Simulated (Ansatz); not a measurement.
# Be2H2 (singlet): the correlation ladder at angle Be2–Be1–H3 = 119.9°, 6-31G

The task here is to estimate one member of a computed series from the others.

Computed with Ansatz 0.2.0, Gaussian basis. Level: 6-31G, core rule «outside noble gas», up to 2 orbitals frozen.

Plan: UHF; CCSD(T) on RHF; BCCD(T) on RHF; CISD; CCSDT(Q) on RHF; CCSDTQ on RHF; CASSCF and MRCISD+Q, 2 electrons in 2 orbitals; CASSCF and NEVPT2, 2 electrons in 2 orbitals; Full CI.

22 further runs of the same task are left out: 12 for a known fault of the program, 4 that didn't finish, 6 set aside as unsound or not needed.

## The system

The geometry derives from a PBE0/def2-TZVP stationary point (not a proven minimum). One angle is set to the value named; bond lengths are kept.

4 atoms, charge 0, spin multiplicity 1.

Atoms are counted from 1 here; the program's logs count them from 0.

Bond lengths: Be1–H3 1.348 Å, Be2–H4 1.348 Å.

Set-up of the first run:

in.yaml

```yaml
crystal:
  periodic: [false, false, false]
  atoms:
    - {symbol: Be, position_ang: [-0.595037, 0.000000, 0.911231]}
    - {symbol: Be, position_ang: [0.459283, 0.000000, -0.911231]}
    - {symbol: H, position_ang: [0.079740, 0.000000, 2.077628]}
    - {symbol: H, position_ang: [1.134061, 0.000000, -2.077628]}
basis:
  gaussian: {orbitals: 6-31G}
magnetization: {spin_polarized: true, initial_magnetization: 0}
hamiltonian: {xc: hf}
output: {orbitals: {seedname: orbitals}}
```

The run is started by

```sh
> ansatz run in.yaml --threads 1 --pin off --events-out ev --progress --plain --max-ram 2393MiB
```

Among the steps run: UHF; CCSD(T) on RHF; BCCD(T) on RHF; CISD; CCSDT(Q) on RHF; CCSDTQ on RHF; CASSCF and MRCISD+Q, 2 electrons in 2 orbitals; CASSCF and NEVPT2, 2 electrons in 2 orbitals; Full CI.

One of the session's tables, all rows but one given; the rest of the session is left out.

```
     method  from FCI (kJ/mol)
        RHF             +182.9
       RMP2              +58.5
       CISD              +10.4
      RCCSD                  ?
   RCCSD(T)               +1.5
    BCCD(T)               +1.5
     RCCSDT               +0.1
  RCCSDT(Q)                0.0
    RCCSDTQ                0.0
CASSCF pair             +146.3
NEVPT2 pair              +50.7
        FCI                  0
```

Estimate the missing values for RCCSD.

As computed: from FCI (kJ/mol): +4.0. In the column «from FCI (kJ/mol)» it lies between BCCD(T) (+1.5) and CISD (+10.4).

Not comparable, so not listed: CASSCF and MRCISD+Q, 2 electrons in 2 orbitals (they don't share determinant, frozen orbitals or solution with the rows shown, or repeat one).

Caveats from the session: Warnings in the runs' records: passed over end.
